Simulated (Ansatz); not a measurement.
# ClMo: the cost of one run

Method: def2-TZVPP, core rule «outside noble gas», up to 9 orbitals frozen; program: Ansatz 0.2.0, Gaussian basis.

Plan: UHF; ROHF; CCSD(T) on UHF.

### Step 1. The system

The geometry is a PBE0/def2-TZVP stationary point (not a proven minimum) of the parent state, kept for this charge and spin. No spin-orbit coupling is included. Elements past krypton take def2 core potentials.

2 atoms, charge 1, spin multiplicity 5.

Atoms are counted from 1 here; the program's logs count them from 0.

Bond lengths: Mo1–Cl2 2.281 Å.

### Step 2. UHF

The input, in.yaml:

```yaml
crystal:
  periodic: [false, false, false]
  atoms:
    - {symbol: Mo, position_ang: [0.000000, 0.000000, 0.000000]}
    - {symbol: Cl, position_ang: [0.000000, 0.000000, 2.280600]}
basis:
  gaussian: {orbitals: def2-TZVPP}
total_charge: 1
magnetization: {spin_polarized: true, initial_magnetization: 4}
hamiltonian: {xc: hf}
output: {orbitals: {seedname: orbitals}}
```

Command:

```
$ ansatz run in.yaml --threads 1 --pin off --events-out ev --progress --plain --max-ram 4096MiB --backend cpu
```

Q: Estimate wall time and peak memory on 1 thread of AMD EPYC 7R13, shared host.

About 6.5 s, with a peak of 0.25 GiB.
